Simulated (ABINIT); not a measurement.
The system is In3Se.

```xyz
4
Lattice="4.8038 0.0000 0.0000 0.0000 4.8038 0.0000 0.0000 0.0000 4.8038" Properties=species:S:1:pos:R:3 pbc="T T T"
In    2.4019    2.4019    0.0000
In    2.4019    0.0000    2.4019
In    0.0000    2.4019    2.4019
Se    0.0000    0.0000    0.0000
```

The cell comes from a database or a generator and needn't be the stable form of this composition.

| Item | Value |
| --- | --- |
| Program | ABINIT 10.8.3 (patched build) |
| Task | single point |
| Functional | PBEsol |
| Potentials or basis | PseudoDojo NC SR PBEsol v0.4.1 standard |
| Cutoff | 1170 eV |
| k mesh | 6 × 6 × 6 |
| Occupations | fermi-dirac, width 0.05 eV |
| Spin | no spin polarisation |

On this cell: pressure -2.9 GPa; largest force zero by symmetry; band gap on the k mesh none (metal or under the smearing width).

The same run follows on a disturbed copy (atoms moved at random, drawn with an rms of 0.05 Å):

```
CELL_PARAMETERS angstrom
4.80376 0.00000 0.00000
0.00000 4.80376 0.00000
0.00000 0.00000 4.80376
ATOMIC_POSITIONS crystal
In 0.48741 0.50876 0.00027
In 0.50240 0.99353 0.49784
In 0.99282 0.49728 0.49887
Se 0.99876 0.00056 0.00079
```

Task: What does the disturbed cell give?

Result: The energy (extrapolated to zero smearing) moves by +0.7 meV/atom; pressure -2.9 GPa; largest force 0.091 eV/Å; band gap on the k mesh none (metal or under the smearing width).

Forces on the atoms (eV/Å):
```
In   0.001 -0.058 -0.021
In  -0.021  0.088  0.011
In   0.013 -0.041  0.009
Se   0.007  0.011  0.000
```
